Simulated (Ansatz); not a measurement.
# MoS2: stiffness from strained cells

How stiff is the crystal, and how unevenly? Runs: cell and atoms relaxed (PAW); elastic constants (PAW); in-plane strain -0.02, out-of-plane length and atoms relaxed (PAW); in-plane strain -0.01, out-of-plane length and atoms relaxed (PAW); in-plane strain -0.005, out-of-plane length and atoms relaxed (PAW); in-plane strain +0.005, out-of-plane length and atoms relaxed (PAW); in-plane strain +0.01, out-of-plane length and atoms relaxed (PAW); in-plane strain +0.02, out-of-plane length and atoms relaxed (PAW).

Computed with Ansatz 0.2.0 (DFT PBEsol, frozen-core PAW, scalar-relativistic unless said, unless a step's input says otherwise).

**1. The structure to begin with**

It takes space group P6_3/mmc (No. 194, hexagonal). Conventional cell: a = 3.169 Å, b = 3.169 Å, c = 12.324 Å, α = 90.00°, β = 90.00°, γ = 120.00°. Mo (site symmetry -6m2) has 6 S at 2.41 Å as nearest neighbours. S (site symmetry 3m) has 3 Mo at 2.41 Å as nearest neighbours.

Structure file:

```cif
data_structure
_symmetry_space_group_name_H-M 'P 1'
_symmetry_Int_Tables_number 1
_cell_length_a 3.1690
_cell_length_b 3.1690
_cell_length_c 12.3240
_cell_angle_alpha 90.000
_cell_angle_beta 90.000
_cell_angle_gamma 120.000
_cell_volume 107.18
loop_
_atom_site_label
_atom_site_type_symbol
_atom_site_fract_x
_atom_site_fract_y
_atom_site_fract_z
_atom_site_occupancy
Mo1 Mo 0.33333 0.66667 0.25000 1
Mo2 Mo 0.66667 0.33333 0.75000 1
S1 S 0.33333 0.66667 0.62300 1
S2 S 0.66667 0.33333 0.12300 1
S3 S 0.33333 0.66667 0.87700 1
S4 S 0.66667 0.33333 0.37700 1
```

Cartesian axes are those of the input's lattice vectors. The structure goes back to a database entry.

**2. Cell and atoms relaxed, PAW**

input.yaml reads:

```yaml
crystal:
  lattice:
    - [3.169, 0.0, 0.0]
    - [-1.5845, 2.7444345046, 0.0]
    - [0.0, 0.0, 12.324]
  atoms:
    - { symbol: Mo, position: [0.333333333333, 0.666666666667, 0.25] }
    - { symbol: Mo, position: [0.666666666667, 0.333333333333, 0.75] }
    - { symbol: S, position: [0.333333333333, 0.666666666667, 0.623] }
    - { symbol: S, position: [0.666666666667, 0.333333333333, 0.123] }
    - { symbol: S, position: [0.333333333333, 0.666666666667, 0.877] }
    - { symbol: S, position: [0.666666666667, 0.333333333333, 0.377] }
kpoints:
  mp_grid: { grid: [12, 12, 4] }
scf:
  occupations: { method: fermi_dirac, width: 0.1 }
hamiltonian:
  xc: pbesol
  pseudopotentials: { kind: paw }
relax:
  f_tol: 0.002
  max_steps: 80
  cell: {}
output:
  forces: true
  stress: true
  write_density: true
  write_potential: true
  elf: true
  volumetric_format: npy
```

Command:

```sh
$ ansatz run input.yaml --threads 1 --pin off --max-ram 3072MiB --backend cpu --events-out ev --progress --plain --runs-dir out
```

**4. Elastic constants, PAW**

input.yaml reads:

```yaml
crystal:
  lattice:
    - [3.14145933511, 0.0, 0.0]
    - [-1.57072966756, 2.72058358916, 0.0]
    - [0.0, 0.0, 12.57149069486]
  atoms:
    - { symbol: Mo, position: [0.333333333333, 0.666666666667, 0.25] }
    - { symbol: Mo, position: [0.666666666667, 0.333333333333, 0.75] }
    - { symbol: S, position: [0.333333333333, 0.666666666667, 0.625991257927] }
    - { symbol: S, position: [0.666666666667, 0.333333333333, 0.125991257927] }
    - { symbol: S, position: [0.333333333333, 0.666666666667, 0.874008742073] }
    - { symbol: S, position: [0.666666666667, 0.333333333333, 0.374008742073] }
kpoints:
  mp_grid: { grid: [6, 6, 2] }
scf:
  occupations: { method: fixed }
hamiltonian:
  xc: pbesol
  pseudopotentials: { kind: paw }
elastic:
  mode: relaxed_ion
  stencil: two_point
  amplitude: 0.005
```

**5. In-plane strain -0.02, out-of-plane length and atoms relaxed, PAW**

input.yaml: that of step 4 with these lines changed.

```diff
@@ -2,5 +2,5 @@
   lattice:
-    - [3.14145933511, 0.0, 0.0]
-    - [-1.57072966756, 2.72058358916, 0.0]
-    - [0.0, 0.0, 12.57149069486]
+    - [3.07863014841, 0.0, 0.0]
+    - [-1.53931507421, 2.66617191738, 0.0]
+    - [0.0, 0.0, 12.7223485832]
   atoms:
@@ -19,5 +19,8 @@
   pseudopotentials: { kind: paw }
-elastic:
-  mode: relaxed_ion
-  stencil: two_point
-  amplitude: 0.005
+relax:
+  f_tol: 0.002
+  max_steps: 80
+  cell: { fix: [a, b, gamma] }
+output:
+  forces: true
+  stress: true
```

**6. In-plane strain -0.01, out-of-plane length and atoms relaxed, PAW**

input.yaml: that of step 5 with these lines changed.

```diff
@@ -2,5 +2,5 @@
   lattice:
-    - [3.07863014841, 0.0, 0.0]
-    - [-1.53931507421, 2.66617191738, 0.0]
-    - [0.0, 0.0, 12.7223485832]
+    - [3.11004474176, 0.0, 0.0]
+    - [-1.55502237088, 2.69337775327, 0.0]
+    - [0.0, 0.0, 12.64691963903]
   atoms:
```

**7. In-plane strain -0.005, out-of-plane length and atoms relaxed, PAW**

input.yaml: that of step 6 with these lines changed.

```diff
@@ -2,5 +2,5 @@
   lattice:
-    - [3.11004474176, 0.0, 0.0]
-    - [-1.55502237088, 2.69337775327, 0.0]
-    - [0.0, 0.0, 12.64691963903]
+    - [3.12575203844, 0.0, 0.0]
+    - [-1.56287601922, 2.70698067122, 0.0]
+    - [0.0, 0.0, 12.60920516694]
   atoms:
```

**8. In-plane strain +0.005, out-of-plane length and atoms relaxed, PAW**

input.yaml: that of step 7 with these lines changed.

```diff
@@ -2,5 +2,5 @@
   lattice:
-    - [3.12575203844, 0.0, 0.0]
-    - [-1.56287601922, 2.70698067122, 0.0]
-    - [0.0, 0.0, 12.60920516694]
+    - [3.15716663179, 0.0, 0.0]
+    - [-1.57858331589, 2.73418650711, 0.0]
+    - [0.0, 0.0, 12.53377622278]
   atoms:
```

**9. In-plane strain +0.01, out-of-plane length and atoms relaxed, PAW**

input.yaml: that of step 8 with these lines changed.

```diff
@@ -2,5 +2,5 @@
   lattice:
-    - [3.15716663179, 0.0, 0.0]
-    - [-1.57858331589, 2.73418650711, 0.0]
-    - [0.0, 0.0, 12.53377622278]
+    - [3.17287392846, 0.0, 0.0]
+    - [-1.58643696423, 2.74778942506, 0.0]
+    - [0.0, 0.0, 12.49606175069]
   atoms:
```

**10. In-plane strain +0.02, out-of-plane length and atoms relaxed, PAW**

input.yaml: that of step 9 with these lines changed.

```diff
@@ -2,5 +2,5 @@
   lattice:
-    - [3.17287392846, 0.0, 0.0]
-    - [-1.58643696423, 2.74778942506, 0.0]
-    - [0.0, 0.0, 12.49606175069]
+    - [3.20428852182, 0.0, 0.0]
+    - [-1.60214426091, 2.77499526095, 0.0]
+    - [0.0, 0.0, 12.42063280652]
   atoms:
@@ -26 +26,5 @@
   stress: true
+  write_density: true
+  write_potential: true
+  elf: true
+  volumetric_format: npy
```

(Steps that only read results are left out.)

Q: Predict the outcome of this session. Wanted: C11; C12; C13; C33; C44; bulk, shear and Young's modulus; Debye temperature from sound speeds; universal anisotropy index.

The runs gave:

```
                           quantity           value
                          C11 (PAW)         226 GPa
                          C12 (PAW)          53 GPa
                          C13 (PAW)           5 GPa
                          C33 (PAW)          21 GPa
                          C44 (PAW)          11 GPa
    bulk, shear and Young's modulus  43, 34, 80 GPa
Debye temperature from sound speeds           252 K
         universal anisotropy index           10.77
```

What this shows: All eigenvalues are positive, so the crystal is mechanically stable; by PAW K = 43 and G = 34 GPa, K/G = 1.28, on the brittle side of Pugh's rough line at 1.75, which was drawn for metals. Young's modulus runs from 21 to 213 GPa with direction. Cautions: frozen-core PAW files fitted under PBE, their cores solved anew for the functional of the run; no dispersion correction, so the spacing and stiffness between layers or molecules are poor.
